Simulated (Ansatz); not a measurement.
Predict the output of the script below (Ansatz 0.2.0 through its Python package).

The script, `edit_alru.py`:
```python
"""Keys set on an Input object, for AlRu."""

import warnings

import ansatz as az

warnings.simplefilter("ignore", az.DeckWarning)

lattice = az.Lattice.of(
    [2.9916, 0.0, 0.0],
    [0.0, 2.9916, 0.0],
    [0.0, 0.0, 2.9916],
)
sites = [
    ("Al", [0.0, 0.0, 0.0]),
    ("Ru", [0.5, 0.5, 0.5]),
]
system = az.Crystal(lattice=lattice)
for symbol, position in sites:
    system = system.atom(symbol, position)

job = (
    system.calculation()
    .functional("r2scan")
    .occupations("fermi_dirac", width=0.15)
    .pseudopotentials("paw")
    .kpoints(11)
    .band_table()
)
typed = job.input()
rows = []
for value in [2, 5, 10]:
    edited = typed.set(az.key.scf.mixing.ndim, value)
    summary = az.Session.from_dict(edited).plan().execute().report
    rows.append((value, summary["free_energy_ev"], summary["n_iterations"], len(summary["eigenvalues_ev"][0]) if "eigenvalues_ev" in summary else 0))
print("       history            F eV      iterations    bands listed")
for row in rows:
    print(f"{str(row[0]):>14s}  {row[1]:14.5f}  {row[2]:14d}  {row[3]:14d}")
```

Output of `python edit_alru.py`:
```text
       history            F eV      iterations    bands listed
             2     -6432.59200               9              14
             5     -6432.59200               6              14
            10     -6432.59200               6              14
```

Notes:
- Total energies depend on the potentials; only differences at equal settings carry meaning. A total without «per atom» is that of the cell as typed.
- A Fermi-Dirac width this large means warm electrons, whose thermal share enters the free energy.
- The structure is a deposited one; some such entries were measured under pressure or heat, so a shift against it needn't be the functional's error alone.
- Hardware and time: 9.2 s on 1 thread of Arm Neoverse V1, with other jobs on the host, peak memory 0.39 GiB.
